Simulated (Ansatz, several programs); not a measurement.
An ordered 4-atom cell of BeSiSb2 on the zincblende lattice (P-4m2), relaxed with r2SCAN in Ansatz (plane waves, PAW): it is tetragonal, P-4m2 (No. 115); a = 4.122 Å, c = 5.779 Å in the conventional setting, 24.55 Å³ an atom. Be has 4 Sb at 2.44 Å; Sb has 2 Be at 2.44 Å and 2 Si at 2.60 Å; Si has 4 Sb at 2.60 Å. The cell was then scaled with its shape and fractional coordinates held, which makes it stiffer than a relaxed compression. No spin polarisation and no zero-point or thermal motion; the cell was built from a prototype and may be hypothetical.

```
V (Å³/atom)  E (meV/atom)
     23.074         19.60
     23.810          4.61
     24.547          0.00
     26.020         16.07
```

(1) Pass a cubic E = c₀ + c₁u + c₂u² + c₃u³, with u = V − 24.363 Å³, through these points.

(2) Where is the minimum, and what bulk modulus follows?

(3) Predict the energy and the pressure at the withheld volume, 25.283 Å³.

## Answers

(1) c₀ = 0.26, c₁ = -2.950, c₂ = 8.560, c₃ = -0.6155 (meV and Å³).

(2) dE/du = 0 at u = +0.176, so V₀ = 24.54 Å³. B = V₀ d²E/dV² = 24.54 × (2c₂ + 6c₃u) = 24.54 × 16.471 = 404 meV/Å³, and 1 meV/Å³ is 0.16022 GPa: 65 GPa. A third-order Birch-Murnaghan fit to all five points gives 24.54 Å³ and 64 GPa.

(3) With u = +0.920: E ≈ 4.31 meV and P = −dE/dV ≈ -1.80 GPa. The run gives 4.26 meV and, from its stress, -1.79 GPa.
